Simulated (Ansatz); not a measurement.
# CH8AlBOSi: one species, many methods

How much do the methods differ for CH8AlBOSi? The plan is to run it at one geometry with functionals of several rungs and with coupled cluster, and see how far each lands from CCSD(T) at the basis-set limit for the atomisation energy.

The runs use Ansatz 0.2.0, Gaussian basis; functionals in def2-TZVPP, the program's frozen cores in correlated methods.

Plan: LDA (SPW92), PBE-D4, revPBE-D4, BLYP-D4, r2SCAN-D4, B97M-V, PBE0-D4, B3LYP-D4, r2SCANh-D4, r2SCAN0-D4, HSE06-D4, BHLYP-D4, CAM-B3LYP-D4, LC-ωPBE, ωB97X-V, ωB97M-V, B2PLYP, PBE-QIDH; CCSD(T)/def2-SVP; CCSD(T)/def2-TZVPP; MP2/def2-QZVPP; extrapolation to the limit; RPA on PBE.

## 1. Structure used throughout

An earlier PBE0-D4 in a triple-zeta def2 set relaxation fixed the geometry.

13 atoms, charge 0, spin multiplicity 1.

Atoms are counted from 1 here; the program's logs count them from 0.

Bond lengths: B1–Si2 1.856 Å, B1–Al3 2.209 Å, B1–H6 1.225 Å, B1–H7 1.195 Å, Si2–Al3 2.734 Å, Si2–H8 1.487 Å, Si2–H9 1.484 Å, Al3–C4 1.940 Å, Al3–O5 1.698 Å, C4–H10 1.095 Å, C4–H11 1.094 Å, C4–H12 1.093 Å, O5–H13 0.956 Å. Angles: Si2–B1–Al3 84.1°, Si2–B1–H6 120.0°, Si2–B1–H7 121.3°, Al3–B1–H6 70.1°, Al3–B1–H7 109.0°, H6–B1–H7 118.2°, B1–Si2–Al3 53.5°, B1–Si2–H8 125.3°, B1–Si2–H9 123.6°, Al3–Si2–H8 93.6°, Al3–Si2–H9 121.7°, H8–Si2–H9 110.6°, B1–Al3–Si2 42.5°, B1–Al3–C4 125.4°, B1–Al3–O5 112.5°, Si2–Al3–C4 107.0°, Si2–Al3–O5 130.9°, C4–Al3–O5 118.3° and more.

## 2. LDA

This LDA is Slater exchange with PW92 correlation.

Contents of in.yaml:

```yaml
crystal:
  periodic: [false, false, false]
  atoms:
    - {symbol: B, position_ang: [-0.472049, 1.352173, 1.085984]}
    - {symbol: Si, position_ang: [-1.796377, 1.070851, -0.184092]}
    - {symbol: Al, position_ang: [0.691872, -0.061526, -0.148663]}
    - {symbol: C, position_ang: [0.439635, -1.985022, -0.193458]}
    - {symbol: O, position_ang: [2.205091, 0.562459, -0.601044]}
    - {symbol: H, position_ang: [-0.078657, 0.420420, 1.776759]}
    - {symbol: H, position_ang: [0.117712, 2.389030, 1.149316]}
    - {symbol: H, position_ang: [-2.485056, -0.222273, -0.436725]}
    - {symbol: H, position_ang: [-2.180763, 2.075425, -1.205842]}
    - {symbol: H, position_ang: [0.297797, -2.330548, -1.222299]}
    - {symbol: H, position_ang: [1.317277, -2.504219, 0.202160]}
    - {symbol: H, position_ang: [-0.433985, -2.300205, 0.382457]}
    - {symbol: H, position_ang: [2.397905, 1.498534, -0.589752]}
basis:
  gaussian: {orbitals: def2-TZVPP}
hamiltonian: {xc: lda}
output: {orbitals: {seedname: orbitals}}
```

On the command line:

```sh
$ ansatz run in.yaml --threads 4 --pin off --events-out ev --progress --plain --max-ram 10444MiB
```

After this run come: PBE-D4 (GGA); revPBE-D4 (GGA); BLYP-D4 (GGA); r2SCAN-D4 (meta-GGA); B97M-V (meta-GGA); PBE0-D4 (hybrid); B3LYP-D4 (hybrid); r2SCANh-D4 (hybrid); r2SCAN0-D4 (hybrid); HSE06-D4 (hybrid); BHLYP-D4 (hybrid); CAM-B3LYP-D4 (range-separated); LC-ωPBE (range-separated); ωB97X-V (range-separated); ωB97M-V (range-separated); B2PLYP (double hybrid); PBE-QIDH (double hybrid); CCSD(T) in def2-SVP; CCSD(T) in def2-TZVPP; MP2 in def2-QZVPP; RPA on PBE orbitals.

**Question.** What will the summary of the whole plan be? Wanted: atomisation energy, CCSD(T)/CBS; farthest beyond LDA; mean size of error, GGA; mean size of error, meta-GGA; mean size of error, hybrid; mean size of error, range-separated; mean size of error, double hybrid; gap, smallest and largest; T1 diagnostic.

The runs gave:

| quantity | value |
| --- | --- |
| atomisation energy, CCSD(T)/CBS | 4421.9 kJ/mol |
| functionals within 22.1 kJ/mol (0.5 %) | PBE0-D4, B3LYP-D4, r2SCANh-D4, HSE06-D4, CAM-B3LYP-D4, ωB97X-V, ωB97M-V |
| farthest beyond LDA | BHLYP-D4 (-107.6 kJ/mol) |
| mean size of error, GGA | 43.1 kJ/mol |
| mean size of error, meta-GGA | 31.8 kJ/mol |
| mean size of error, hybrid | 30.8 kJ/mol |
| mean size of error, range-separated | 11.1 kJ/mol |
| mean size of error, double hybrid | 48.1 kJ/mol |
| gap, smallest and largest | 3.07 eV (LDA (SPW92)), 9.30 eV (LC-ωPBE) |
| T1 diagnostic | 0.0132 |
| triples share of the correlation energy | 3.9 % |

**Reading.** The LDA atomisation energy is off by 553.1 kJ/mol (13 %): it overbinds. PBE-D4 is off by +35.9 kJ/mol. Double hybrids carry the basis error of their MP2 part in triple zeta, and no dispersion term here, so their miss is partly the set-up's. Taken by rung, range-separated functionals do best (11.1 kJ/mol on average) and double hybrid ones worst beyond LDA (48.1 kJ/mol). The reference freezes the cores and leaves out relativity and excitations past (T), so misses under about 22.1 kJ/mol can't be ranked. Hartree-Fock recovers 74 % of the binding; the rest is correlation. CCSD(T) in def2-SVP is off by -251.0 kJ/mol, worse than the median functional, from the basis alone. The gap grows from 3.1 to 9.3 eV across the functionals, mostly with the share of exact exchange.
